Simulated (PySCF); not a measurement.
# FeI2 (FeI2): the cost of one run

Computed with PySCF 2.14.0 and routines of our own; the level stands in each step. Atoms count from 0.

### Step 1. The starting structure

3 atoms, charge 0, states of the metal's open shell are computed; geometry from: model start, shaken.

### Step 2. Optimising the geometry at PBE0-D3(BJ)/def2-TZVP

Job settings and geometry (Å):

```
{"job": {"xc": "PBE0", "basis": "def2-TZVP", "d3": "d3bj", "grid": 1, "maxiter": 45, "kind": "geom"}, "charge": 0, "metal": "Fe", "open_shell": "d6"}
Fe     0.000020     0.004480    -0.004110
I     -0.013360    -0.006820     2.585130
I      0.000900     0.020100    -2.607380
```

On the command line:

```
> OMP_NUM_THREADS=1 python lf_run.py task.json out
```

The driver reads the jobs from task.json and runs them one after another.

Q: Estimate the wall time and peak memory of this first job on 1 thread of Arm Neoverse V2, shared host.

About 71 s, with a peak of 0.6 GiB.
